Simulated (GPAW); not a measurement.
Runs of GPAW 26.7.0 on NbTe. It takes space group P-6m2 (No. 187, hexagonal). The conventional cell has a = 3.703 Å, b = 3.703 Å, c = 3.694 Å, α = 90.00°, β = 90.00°, γ = 120.00°. Around Te (site symmetry -6m2) lie 6 Nb at 2.83 Å. Nb (site symmetry -6m2) is surrounded by 6 Te at 2.83 Å. The cell comes from a database or a generator and needn't be the stable form of this composition.

```csv
task,level,potentials or basis,U,k mesh,cutoff (eV),smearing,maxiter,convergence,data set,band path,band points,gap on the mesh (eV),pressure (GPa)
single point,LDA,"the program's PAW data sets (release 1.2.1) made for this functional, pw",-,7 × 7 × 6,500,fermi-dirac 0.05 eV,120,default,-,-,-,none,-8.6
single point,PBE+U,"GPAW PAW data sets (gpaw-data 1.2.1), other valence, pw",Nb d U = 2 eV,7 × 7 × 6,500,fermi-dirac 0.05 eV,120,default,"Nb 5, Te 16",-,-,none,-0.3
single point,PBE,"GPAW PAW data sets (gpaw-data 1.2.1), pw",-,8 × 8 × 7,600,fermi-dirac 0.05 eV,150,-,-,-,-,none,-1.5
single point,PBEsol,"PAW data sets generated in the run's folder for this functional, pw",-,8 × 8 × 7,600,gaussian 0.1 eV,150,-,-,-,-,none,(a)
band structure,LDA,"the program's PAW data sets (release 1.2.1) made for this functional, pw",-,7 × 7 × 6,600,fermi-dirac 0.05 eV,150,-,-,"GMKGALHA,LM,KH",60,-,(b)
```

Alike in all rows: no spin polarisation; cell as given.

Problem. Fill in the values left out.

Solution. (a) -6.1; (b) -8.5.

Caveats: the cutoff is short for stress and forces, so pressures can be off by a GPa or more (some runs); U without spin polarisation on a metal has little footing (some runs); the U is typed as a test and isn't derived for this compound (some runs).

A k mesh can miss the band edges, and the runs leave out spin-orbit coupling on Nb, Te.

A gap of «none» marks a metal or a gap under the smearing width.

Not every run made on this cell is shown here.
